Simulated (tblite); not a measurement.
# C4H8GaGeN: the cost of one run

The runs use tblite 0.8.0 and PySCF 2.14.0, with density-fitted response routines of our own; the level of theory stands in each step. All values are computed, except where a source is named. Atoms are numbered from 0 throughout.

### Step 1. Starting geometry

15 atoms, charge 0, multiplicity 1; geometry from: force field or distance geometry start.

Bonds of the start (Å): C0–C1 1.20, C1–Ga2 1.96, Ga2–N3 1.88, N3–C4 1.16, C4–C5 1.47, C5–Ge6 1.94, C0–H7 1.05, Ga2–H8 1.61, Ga2–H9 1.61, C5–H10 1.11, C5–H11 1.11, Ge6–H12 1.54, Ge6–H13 1.55, Ge6–H14 1.55.

### Step 2. Optimising the geometry with GFN2-xTB

Job settings and geometry (Å):

```
{"job": {"kind": "relax", "xc": "GFN2-xTB", "basis": "xTB"}, "charge": 0, "multiplicity": 1}
C      3.370700    -0.262800    -1.920800
C      2.978300    -0.376900    -0.792100
Ga     2.377500    -0.580700     1.058400
N      0.528900    -0.250900     1.118300
C     -0.610600    -0.061700     1.172700
C     -2.054600     0.190700     1.208200
Ge    -2.689600     0.607700    -0.581800
H      3.700900    -0.148500    -2.914600
H      3.138700     0.480800     1.994700
H      2.669800    -2.073700     1.571900
H     -2.257500     1.047100     1.882300
H     -2.574700    -0.714200     1.592500
H     -2.407100    -0.592500    -1.507600
H     -1.955700     1.864100    -1.110700
H     -4.219500     0.879500    -0.527100
```

Started as:

```sh
$ OMP_NUM_THREADS=1 python probes_run.py task.json out
```

This one command runs all jobs of the session in turn.

**Question.** How long does this first job take on 1 thread of Arm Neoverse N1, shared host?

About 1.5 s.
